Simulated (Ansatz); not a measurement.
# MnF2: a series of runs

A sequence of runs on MnF2, in the order made. Open shells can settle in several states, so each run is read by itself.

Computed with Ansatz 0.2.0 (DFT, PAW plane waves, pbe, unless a step's input says otherwise).

### 1 The structure to begin with

It takes space group P4_2/mnm (No. 136, tetragonal). The conventional cell has a = 4.874 Å, b = 4.874 Å, c = 3.311 Å, α = 90.00°, β = 90.00°, γ = 90.00°. Around Mn (site symmetry mmm) lie 6 F at 2.10 to 2.13 Å. Around F (site symmetry m2m) lie 3 Mn at 2.10 to 2.13 Å.

Coordinates:

```xyz
6
Lattice="4.8738 0.0000 0.0000 0.0000 4.8738 0.0000 0.0000 0.0000 3.3107" Properties=species:S:1:pos:R:3 pbc="T T T"
Mn    0.0000    0.0000    0.0000
Mn    2.4369    2.4369    1.6554
F     1.4880    1.4880    0.0000
F     0.9489    3.9249    1.6554
F     3.3858    3.3858    0.0000
F     3.9249    0.9489    1.6554
```

### 2 A run

Input file input.yaml:

```yaml
crystal:
  lattice:
    - [4.8738, 0.0, 0.0]
    - [0.0, 4.8738, 0.0]
    - [0.0, 0.0, 3.3107]
  atoms:
    - { symbol: Mn, position: [0.0, 0.0, 0.0], spin: 4.5 }
    - { symbol: Mn, position: [0.5, 0.5, 0.5], spin: 4.5 }
    - { symbol: F, position: [0.3053, 0.3053, 0.0] }
    - { symbol: F, position: [0.1947, 0.8053, 0.5] }
    - { symbol: F, position: [0.6947, 0.6947, 0.0] }
    - { symbol: F, position: [0.8053, 0.1947, 0.5] }
  symmetry: { tolerance: 0.0003 }
hamiltonian:
  xc: pbe
  pseudopotentials: { kind: paw, azcp: { folder: soft_1 } }
basis:
  ecutwfc: 420
magnetization:
  spin_polarized: true
scf:
  occupations: { method: fermi_dirac, width: 0.05 }
kpoints:
  mp_grid: { grid: [6, 6, 8], shift: [0, 0, 0] }
output:
  forces: true
  stress: true
  eigenvalues: true
  write_density: true
  write_potential: true
  elf: true
  volumetric_format: npy
```

Started as:

```sh
ansatz run input.yaml --threads 2 --pin off --max-ram 5632MiB --backend cpu --events-out ev --progress --plain --runs-dir out
```

Standard output:

```text
Warning: RAYON_NUM_THREADS=2 ignored (pool sized by the plan → 2); use --threads N
Engine: ansatz 0.2.0, aarch64-unknown-linux-gnu
Pseudopotentials: kind: paw
Pseudopotential: Mn, paw, valence charge 15, recommended cutoff 420 eV (normal), <dir>
Pseudopotential: F, paw, valence charge 7, recommended cutoff 420 eV (normal), <dir>
Functional definition: PBE
  parameter kappa = 0.804
  parameter beta = 0.06672455060314922
  exchange = pbe_x(kappa = kappa, mu = beta*pi^2/3)
  correlation = pbe_c(beta = beta)
Crystal: 6 atoms, lattice volume = 78.642 Å³
Basis set: ecut = 420 eV, 1519 PW (Γ), exchange–correlation on 72×72×48 points (8 copies of the dense FFT grid, shifted against one another)
Bands: 41, of which v1, the nominal top of the filled ones, is band 29 counted from 1 (28 counted from 0)
Symmetry: 16 space group operations
Space group: P42/mnm (ITA 136), of the structure as read, at distance tolerance 1.3e-3 Å
Magnetic group: BNS 136.495 (UNI 1155), of the structure as read, at distance tolerance 1.3e-3 Å
k-points: 50 of 288
Non-local potential: Mn, projectors of the file, l = 0: 3, l = 1: 2, l = 2: 3, l = 3: 1
Non-local potential: F, projectors of the file, l = 0: 2, l = 1: 2, l = 2: 1
PAW form: soft (Blöchl's): semilocal exchange-correlation on the pseudo side does not see the compensation charge
PAW one-centre angular grid: Mn, 590 points (default); XC on 64 Gauss nodes
PAW one-centre angular grid: F, 110 points (default); XC on 64 Gauss nodes
Initial density: superposition of atomic densities (chi_scale 0.1, normalization cell, long waves kept (reshape's long-wave potential 0.01 eV rms))
Starting moments: Σ|m| = 9 μB on 2 of 6 sites
Initial wavefunctions: pseudopotential atomic-orbital guess
Functional: x = pbe(κ = 0.804, μ = 0.2195149727645171), c = pbe(β = 0.06672455060314922)
SCF iter   1: F=—  HF=-11043.903167 eV  |F-HF|=—  |Δ(HF+E_count)|=         —  Δρ=1.95e-1 (↑1.55e-1 ↓1.95e-1)  dr2=8.64e1  dr2_m=5.42e-1  M=8.319 μB ∫|m|=8.319 μB  β_m=0.30  ethr=3.10e-3  ⟨swp⟩=5.8  Hψ=14748  notcnv=0  defer=1
Mixer restart at iter 1: flushing history
preconditioner: auto → Kerker (q_TF=auto, 2.593 Å⁻¹)  [metal: Δε(μ)=0.005 eV  Ē_g=12.406 eV  σ=0.050 eV  W_gap=0.02  n_scr=22 (ndim 8)  ℏωp=27.1 eV  f_vac=0.062  D(μ)=12.05/eV (n_scr^D=188)]
spin=Collinear: Kerker preconditioning applied to the charge; magnetization (m = ρ↑ − ρ↓) channel mixes plain (no charge-response kernel on spin).
SCF iter   2: F=—  HF=-11036.713183 eV  |F-HF|=—  |Δ(HF+E_count)|=    7.19e0  Δρ=8.33e-2 (↑8.33e-2 ↓2.63e-2)  dr2=7.75e0  dr2_m=1.32e0  M=10.000 μB ∫|m|=10.000 μB  β_m=0.34  ethr=3.10e-3  ⟨swp⟩=3.2  Hψ=9631  notcnv=0  defer=337
preconditioner: auto → Resta (q_TF=auto, 2.593 Å⁻¹)  ε∞=4.8  [insulator: Δε(μ)=1.071 eV  Ē_g=13.832 eV  σ=0.050 eV  W_gap=1.00  n_scr=22 (ndim 8)  ℏωp=27.1 eV  f_vac=0.057  D(μ)=0.00/eV (n_scr^D=0)  ε∞_Penn≈4.8]
spin=Collinear: Resta preconditioning applied to the charge; magnetization (m = ρ↑ − ρ↓) channel mixes plain (no charge-response kernel on spin).
SCF iter   3: F=—  HF=-11034.965650 eV  |F-HF|=—  |Δ(HF+E_count)|=    1.75e0  Δρ=4.53e-2 (↑4.53e-2 ↓1.66e-2)  dr2=2.51e0  dr2_m=4.29e-1  M=10.000 μB ∫|m|=10.000 μB  β_m=0.55  ethr=3.10e-3  ⟨swp⟩=2.0  Hψ=6094  notcnv=0  defer=427
SCF iter   4: F=—  HF=-11033.859129 eV  |F-HF|=—  |Δ(HF+E_count)|=    1.11e0  Δρ=8.22e-3 (↑8.21e-3 ↓8.22e-3)  dr2=1.38e-1  dr2_m=3.04e-3  M=10.000 μB ∫|m|=10.001 μB  β_m=0.74  ethr=3.10e-3  ⟨swp⟩=3.0  Hψ=7439  notcnv=0  defer=425
SCF iter   5: F=—  HF=-11033.947806 eV  |F-HF|=—  |Δ(HF+E_count)|=         —  Δρ=3.76e-3 (↑2.87e-3 ↓3.76e-3)  dr2=2.22e-2  dr2_m=1.39e-3  M=10.000 μB ∫|m|=10.001 μB  β_m=0.74  ethr=2.38e-4  ⟨swp⟩=2.6  Hψ=7614  notcnv=0  defer=414
Mixer restart at iter 5: flushing history
SCF iter   6: F=—  HF=-11033.958417 eV  |F-HF|=—  |Δ(HF+E_count)|=   1.06e-2  Δρ=1.39e-3 (↑1.39e-3 ↓1.28e-3)  dr2=3.99e-3  dr2_m=4.70e-4  M=10.000 μB ∫|m|=10.001 μB  β_m=0.87  ethr=3.83e-5  ⟨swp⟩=2.7  Hψ=7271  notcnv=0  defer=406
SCF iter   7: F=—  HF=-11033.961736 eV  |F-HF|=—  |Δ(HF+E_count)|=   3.32e-3  Δρ=1.16e-3 (↑1.16e-3 ↓8.10e-4)  dr2=1.94e-3  dr2_m=8.78e-5  M=10.000 μB ∫|m|=10.001 μB  β_m=0.75  ethr=6.88e-6  ⟨swp⟩=2.0  Hψ=7016  notcnv=0  defer=406
SCF iter   8: F=—  HF=-11033.961487 eV  |F-HF|=—  |Δ(HF+E_count)|=   2.49e-4  Δρ=2.19e-4 (↑2.19e-4 ↓1.99e-4)  dr2=1.80e-4  dr2_m=1.17e-6  M=10.000 μB ∫|m|=10.001 μB  β_m=0.87  ethr=3.35e-6  ⟨swp⟩=2.0  Hψ=7354  notcnv=0  defer=406
SCF iter   9: F=—  HF=-11033.961706 eV  |F-HF|=—  |Δ(HF+E_count)|=   2.19e-4  Δρ=1.27e-4 (↑1.27e-4 ↓7.17e-5)  dr2=1.56e-5  dr2_m=1.90e-6  M=10.000 μB ∫|m|=10.001 μB  β_m=0.83  ethr=3.10e-7  ⟨swp⟩=2.0  Hψ=5810  notcnv=0  defer=406
SCF iter  10: F=—  HF=-11033.961690 eV  |F-HF|=—  |Δ(HF+E_count)|=   1.56e-5  Δρ=4.59e-5 (↑4.59e-5 ↓3.50e-5)  dr2=2.34e-6  dr2_m=8.54e-8  M=10.000 μB ∫|m|=10.001 μB  β_m=0.86  ethr=2.68e-8  ⟨swp⟩=2.0  Hψ=6688  notcnv=0  defer=406
SCF iter  11: F=—  HF=-11033.961692 eV  |F-HF|=—  |Δ(HF+E_count)|=   1.83e-6  Δρ=6.00e-6 (↑6.00e-6 ↓5.58e-6)  dr2=1.05e-7  dr2_m=5.36e-9  M=10.000 μB ∫|m|=10.001 μB  β_m=0.93  ethr=4.03e-9  ⟨swp⟩=2.0  Hψ=6195  notcnv=0  defer=406
SCF iter  12: F=-11033.961692 eV  HF=-11033.961692 eV  |F-HF|=1.31e-8  |Δ(HF+E_count)|=   1.93e-7  Δρ=1.79e-6 (↑1.79e-6 ↓1.40e-6)  dr2=6.70e-9  dr2_m=2.90e-10  M=10.000 μB ∫|m|=10.001 μB  ethr=1.72e-10  ⟨swp⟩=11.0  Hψ=25676  notcnv=0
SCF 1 converged in 12 iterations: F = -11033.961692 eV  dr2 = 6.70e-9
WARN: an SCF from antiferromagnetic starting moments (-4.66, 4.66, 0.00, 0.00, 0.00, 0.00 Bohr magnetons, atom by atom) was not made, by what the run has read of turns of its moments that order reads lower: the deck asks for what bars it, or types moments that do (magnetization.spin_polarized, in the input reference, names some of the keys), or the run goes by scf.lower_state_search: light, the default, which as a rule tries one only behind a close that has lost an order of both signs, or on which an open d or half-filled 4f shell of a PAW file has lost a moment that was set nearer to Hund's than to what is left; or, under a Hubbard U, one that names an f shell that the input leaves bare beside given moments, or a larger moment for a shell of low spin that is given one. standard, with a start from the atoms, tries one behind each close (in a relaxation, ahead of its steps or at their end). To set out from that order, type those moments (crystal.atoms[].spin; where shells were raised to Hund's moment, beside crystal.symmetry.detect: false) under scf.lower_state_search: light. The bands of the close that named these starting moments, or of the one ahead of a search that led to it (under cold or Methfessel-Paxton smearing those of the Gaussian ahead of it) read a cost of -122.63 meV for the turn to them, carried on from a small turn (-122.63 by the pairs of d shells alone)
SCF converged after 12 iterations
Magnetization: 10.0000 μB (34.0000 up, 24.0000 down)
Absolute magnetization: 10.0010 μB (∫|ρ↑−ρ↓|, with the PAW one-centre terms)
Spin contamination: 0.0063 ħ² per cell (⟨S²⟩ above its minimum at these occupations)
Per-site moments (μB) at R_I (Å): [(4.188995342006329, 0.8680274487256991), (4.18899534200633, 0.8680274487256991), (0.10406974991450184, 0.8680274487256994), (0.10406974991450203, 0.8680274487256991), (0.10406974991450205, 0.8680274487256991), (0.1040697499145022, 0.8680274487256991)]
Free energy (F): -11033.961692 eV
Harris-Foulkes:  -11033.961692 eV  (|F-HF|=1.31e-8)
Internal energy: -11033.961692 eV  (E = F + TS)
E sigma→0 (E₀):  -11033.961692 eV
Entropy (-TS):   -0.000000 eV (-0.000 meV/atom)
Fermi energy:    7.905766 eV
--- Per-component energies (eV) ---
  E_band       = -818.525529
  E_kinetic    = 1414.155241
  E_local      = -7709.079186  (includes V_loc(G=0)·N_el)
  E_nonlocal   = 1296.080706
  E_hartree    = 2930.460261
  E_xc         = -518.806393
  E_vxc        = -663.806626  (∫ρ·V_xc dr)
  E_paw        = -3491.767673  (= ΣΔE_a)
  E_vpaw       = -1016.799061  (= ΣTr[D̂ρ^β])
  E_aug_tail   = 0.002920  (compensation charges beyond the density's cutoff)
  E_ewald      = -4955.007567
  E_smearing   = -0.000000  (= −TS)
  E_closure    = -0.000000  (closes the sum)
  Σ components = -11033.961692   (vs F -11033.961692, Δ=0.00e0)
--- Forces (eV/Å), atoms counted from 1 ---
  atom   1  Mn     0.00000000    -0.00000000     0.00000000
  atom   2  Mn     0.00000000     0.00000000     0.00000000
  atom   3  F     -0.02951702    -0.02951702     0.00000000
  atom   4  F      0.02951702    -0.02951702     0.00000000
  atom   5  F      0.02951702     0.02951702     0.00000000
  atom   6  F     -0.02951702     0.02951702     0.00000000
  max |Σ_I F_I| component: 1.73e-17 eV/Å
--- Stress (GPa, compression-positive) ---
        3.653438       0.000000       0.000000
        0.000000       3.653438       0.000000
        0.000000       0.000000       4.062738
  P = ⅓ Tr σ = 3.7899 GPa (37.899 kbar)
--- Band table (eV; the first three rows and the last of 100) ---
  k-point 0 ↑: bands = ["-74.0076", "-74.0072", "-42.8227", "-42.8227", "-42.7694", "-42.7694", "-42.7652", "-42.7633", "-17.4287", "-16.9157", "-16.8567", "-16.8567", "-1.0325", "-0.1720", "0.4700", "0.6552", "0.6552", "1.0843", "1.1126", "1.1126", "2.0173", "2.4427", "2.4427", "2.7380", "4.8434", "4.9233", "4.9780", "5.0580", "5.0580", "5.5624", "5.7660", "6.7712", "6.7712", "7.3303", "8.4328", "13.7889", "13.7889", "15.0865", "16.8437", "18.6136", "18.7502"]
  k-point 1 ↑: bands = ["-74.0075", "-74.0071", "-42.8222", "-42.8222", "-42.7692", "-42.7692", "-42.7682", "-42.7665", "-17.3911", "-16.9155", "-16.8589", "-16.8589", "-0.9288", "-0.1292", "0.5645", "0.5764", "0.5764", "0.9083", "1.2431", "1.2431", "1.7166", "2.3318", "2.3318", "2.6840", "4.9252", "4.9530", "4.9666", "5.1121", "5.1121", "5.6673", "5.7188", "6.6440", "6.6440", "7.2321", "8.8658", "14.1689", "14.1689", "15.1552", "16.9214", "18.2317", "18.6914"]
  k-point 2 ↑: bands = ["-74.0071", "-74.0067", "-42.8209", "-42.8209", "-42.7754", "-42.7741", "-42.7688", "-42.7688", "-17.2910", "-16.9239", "-16.8642", "-16.8642", "-0.6531", "-0.0345", "0.5263", "0.5263", "0.5372", "0.8348", "1.0951", "1.4023", "1.4023", "2.0739", "2.0739", "2.5007", "4.9671", "5.0086", "5.0690", "5.2468", "5.2468", "5.5867", "5.9005", "6.3867", "6.3867", "6.9567", "9.9805", "15.1186", "15.1186", "15.1822", "17.1662", "17.1815", "18.4801"]
  k-point 49 ↓: bands = ["-68.9344", "-68.9344", "-37.8545", "-37.8545", "-37.8084", "-37.8084", "-37.7885", "-37.7885", "-16.8129", "-16.8129", "-16.7024", "-16.7024", "-0.0760", "-0.0760", "0.5282", "0.5282", "1.3258", "1.3258", "1.6063", "1.6063", "2.4243", "2.4243", "2.5076", "2.5076", "9.4603", "9.4603", "9.5602", "9.5602", "9.7030", "9.7030", "10.2826", "10.2826", "10.6530", "10.6530", "15.7358", "15.7358", "15.8232", "15.8232", "16.6959", "16.6959", "17.0448"]
```

Caution: the run may have ended on a state that is not the lowest.

It took 15 s on 2 threads of Arm Neoverse V2, shared host; peak memory 0.5 GiB.

Density in a lattice plane of the grid's cell (edges 4.87 and 4.87 Å, at 0.000 of the third edge), which holds Mn and F.

Values in e/Å³, 12 rows by 12 columns:
```
11.55  4.61  0.50  0.09  0.03  0.02  0.03  0.09  0.17  0.22  0.56  4.68
 0.97  0.50  0.15  0.06  0.03  0.03  0.11  0.50  1.32  1.12  0.47  0.56
 0.12  0.09  0.06  0.04  0.03  0.05  0.28  2.15  8.47  6.22  1.12  0.22
 0.05  0.03  0.03  0.03  0.03  0.07  0.34  2.78 11.10  8.47  1.32  0.17
 0.02  0.02  0.03  0.05  0.07  0.08  0.20  0.91  2.78  2.15  0.50  0.09
 0.02  0.03  0.11  0.28  0.34  0.20  0.13  0.20  0.34  0.28  0.11  0.03
 0.02  0.09  0.50  2.15  2.78  0.91  0.20  0.08  0.07  0.05  0.03  0.02
 0.05  0.17  1.32  8.47 11.10  2.78  0.34  0.07  0.03  0.03  0.03  0.03
 0.12  0.22  1.12  6.22  8.47  2.15  0.28  0.05  0.03  0.04  0.06  0.09
 0.97  0.56  0.47  1.12  1.32  0.50  0.11  0.03  0.03  0.06  0.15  0.50
11.55  4.68  0.56  0.22  0.17  0.09  0.03  0.02  0.03  0.09  0.50  4.61
30.95 11.55  0.97  0.12  0.05  0.02  0.02  0.02  0.05  0.12  0.97 11.55
```
Columns run along the first of these edges and rows up along the second, over one cell in 12 and 12 even steps from the bottom left corner. Atoms in the plane (fractional): Mn at (0.00, 0.00), F at (0.31, 0.31), F at (0.69, 0.69).

ELF in the same plane.

Ten even steps from '0' (0.01) to '9' (0.81):
```
987531000000001111112578
765421000000124554311356
443210000000357898741124
211100000001579999995111
000000000002689988998510
000000000003699866899731
000000000002589977999741
000000000001368999998631
000001222100136899987420
000135665421012456653100
002478999863100122210000
013689999986310000000000
014799977998520000000000
013799866899630000000000
001589988998620000000000
211159999997510000000111
442114789875300000001234
765311345542100000012456
987521111110000000013578
997531000000000000013579
```
Columns run along the first of these edges and rows up along the second, over one cell in 24 and 20 even steps from the bottom left corner. Atoms in the plane (fractional): Mn at (0.00, 0.00), F at (0.31, 0.31), F at (0.69, 0.69).

Both are smooth fields of the valence electrons: close to the nuclei they are not physical.

Spin density (up less down) in a lattice plane of the grid's cell (edges 4.87 and 4.87 Å, at 0.000 of the third edge), which holds Mn and F.

Ten even steps from '0' (0.00 e/Å³) to '9' (10.34 e/Å³):
```
652000000000000000000025
211000000000000000000011
000000000000000000000000
000000000000000000000000
000000000000000000000000
000000000000000000000000
000000000000000000000000
000000000000000000000000
000000000000000000000000
000000000000000000000000
000000000000000000000000
000000000000000000000000
000000000000000000000000
000000000000000000000000
000000000000000000000000
000000000000000000000000
000000000000000000000000
211000000000000000000011
652000000000000000000025
973100000000000000000137
```
Columns run along the first of these edges and rows up along the second, over one cell in 24 and 20 even steps from the bottom left corner. Atoms in the plane (fractional): Mn at (0.00, 0.00), F at (0.31, 0.31), F at (0.69, 0.69).

Maxima of ELF outside the ion cores: 0.82 in the shell around F, 0.6 Å from F.

### 3 A run

Edit input.yaml of step 2 so:

```diff
@@ -7,3 +7,3 @@
     - { symbol: Mn, position: [0.0, 0.0, 0.0], spin: 4.5 }
-    - { symbol: Mn, position: [0.5, 0.5, 0.5], spin: 4.5 }
+    - { symbol: Mn, position: [0.5, 0.5, 0.5], spin: -4.5 }
     - { symbol: F, position: [0.3053, 0.3053, 0.0] }
@@ -28,5 +28 @@
   eigenvalues: true
-  write_density: true
-  write_potential: true
-  elf: true
-  volumetric_format: npy
```

Started as:

```sh
ansatz run input.yaml --threads 2 --pin off --max-ram 5632MiB --backend cpu --events-out ev --progress --plain --runs-dir out
```

Standard output, cut to the lines that bear on the results:

```text
Warning: RAYON_NUM_THREADS=2 ignored (pool sized by the plan → 2); use --threads N
[...]
[... 4 set-up lines as earlier in the session ...]
[...]
Crystal: 6 atoms, lattice volume = 78.642 Å³
Basis set: ecut = 420 eV, 1519 PW (Γ), exchange–correlation on 72×72×48 points (8 copies of the dense FFT grid, shifted against one another)
Bands: 41, of which v1, the nominal top of the filled ones, is band 29 counted from 1 (28 counted from 0)
Symmetry: 8 space group operations
Space group: Cmmm (ITA 65), of the structure as read, at distance tolerance 1.3e-3 Å
Magnetic group: BNS 136.498 (UNI 1158), of the structure as read, at distance tolerance 1.3e-3 Å
k-points: 65 of 288
[...]
Starting moments: Σ|m| = 9 μB on 2 of 6 sites
[...]
Per-site moments (μB) at R_I (Å): [(4.148360682774993, 0.8680274487256991), (-4.148358357543927, 0.8680274487256991), (-0.031076806308429804, 0.8680274487256994), (0.031078484716918927, 0.8680274487256991), (-0.031076806308429912, 0.8680274487256991), (0.031078484716918757, 0.8680274487256991)]
Free energy (F): -11034.079459 eV
[...]
E sigma→0 (E₀):  -11034.079459 eV
Fermi energy:    7.870294 eV
[...]
--- Forces (eV/Å), atoms counted from 1 ---
  atom   1  Mn    -0.00000000    -0.00000000     0.00000000
  atom   2  Mn     0.00000000     0.00000000     0.00000000
  atom   3  F     -0.07389454    -0.07389454     0.00000000
  atom   4  F      0.07390550    -0.07390550     0.00000000
  atom   5  F      0.07389454     0.07389454     0.00000000
  atom   6  F     -0.07390550     0.07390550     0.00000000
[...]
--- Stress (GPa, compression-positive) ---
        2.680809       0.000019       0.000000
        0.000019       2.680809       0.000000
        0.000000       0.000000       2.804064
  P = ⅓ Tr σ = 2.7219 GPa (27.219 kbar)
--- Band table (eV; the first three rows and the last of 130) ---
[...]
```

Wall time 14 s (2 threads of Arm Neoverse V2, shared host); peak memory 0.57 GiB.

### 4 Results

| step | level | volume (Å³/atom) | pressure (GPa) | gap on the mesh (eV) | largest spin moment (μB) | time |
| --- | --- | --- | --- | --- | --- | --- |
| 2 | DFT, PAW plane waves, pbe | 13.107 | 3.8 |  | 4.19 | 15 s |
| 3 | DFT, PAW plane waves, pbe | 13.107 | 2.7 | 2.17 | 4.15 | 14 s |

Each row holds for the state that its run reached, which need not be the ground state, so the rows aren't joined into a trend here.

The gaps are Kohn-Sham values of a semilocal functional, not quasiparticle or optical gaps. Such gaps usually fall short of the measured ones.
